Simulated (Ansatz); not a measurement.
# Y3Ge: relaxation of cell and atoms with BLYP

Crystal: Y3Ge.

```
Y Ge
1.0
    -2.26539    2.26539    5.19702
     2.26539   -2.26539    5.19702
     2.26539    2.26539   -5.19702
Y Ge
3 1
Direct
  0.50000 0.50000 0.00000
  0.25000 0.75000 0.50000
  0.75000 0.25000 0.50000
  0.00000 0.00000 0.00000
```

The cell comes from a database or a generator and needn't be the stable form of this composition.

```yaml
Program: Ansatz 0.2.0
Task: relaxation of cell and atoms
Functional: BLYP
Potentials_or_basis: Ansatz PAW
Cutoff: "420 eV (not typed: the program's choice for these potentials)"
k_mesh: 6 × 6 × 6
Occupations: fermi-dirac, width 0.05 eV
Spin: no spin polarisation
```

The relaxed volume is 27.79 Å³/atom and the relaxed cell is a = 6.224 Å, b = 6.224 Å, c = 6.224 Å, α = 136.90°, β = 136.90°, γ = 62.59°. The space group after relaxing (to 0.05 Å) is I4/mmm (No. 139), the energy gained by relaxing is 7.3 meV/atom and the ionic steps are 5. The pressure after relaxing is 0.0 GPa and the band gap on the k mesh is none (metal or under the smearing width).

The path:
```tsv
step	energy change (eV)	largest force (eV/Å)	volume (Å³)
1	0.0000	0.0000	106.68
2	-0.0262	0.0000	112.32
3	-0.0290	0.0000	111.24
4	-0.0291	0.0000	111.16
5	-0.0294	0.0000	111.16
```

Final structure:
```
Y Ge
1.0
    -2.28599    2.28599    5.31796
     2.28599   -2.28599    5.31796
     2.28599    2.28599   -5.31796
Y Ge
3 1
Direct
  0.50000 0.50000 0.00000
  0.25000 0.75000 0.50000
  0.75000 0.25000 0.50000
  0.00000 0.00000 0.00000
```

Levels at points of the mesh, in eV from the Fermi level:
```tsv
k point	band 21	band 22	band 23	band 24	band 25	band 26	band 27	band 28
(0.00, 0.00, 0.00)	-1.08	-1.08	-0.50	-0.24	0.29	0.67	1.21	1.21
(0.00, 0.00, -0.50)	-1.51	-1.42	-1.28	0.11	0.60	0.86	1.03	2.05
(0.00, -0.50, 0.00)	-1.47	-0.82	-0.59	0.42	1.10	1.46	1.51	1.71
(-0.50, -0.50, -0.50)	-0.71	-0.51	-0.51	-0.29	-0.08	-0.08	0.23	1.96
```

Wall time 18 s on 2 threads of Arm Neoverse V1, with other jobs on the host, peak memory 0.46 GiB.

Caveat: the plane-wave basis is chosen anew once the cell has moved, so the energies of steps on either side of that aren't comparable; the PAW data sets come from PBE, with cores solved anew for the run's functional, which leaves a small shift of forces and pressure.
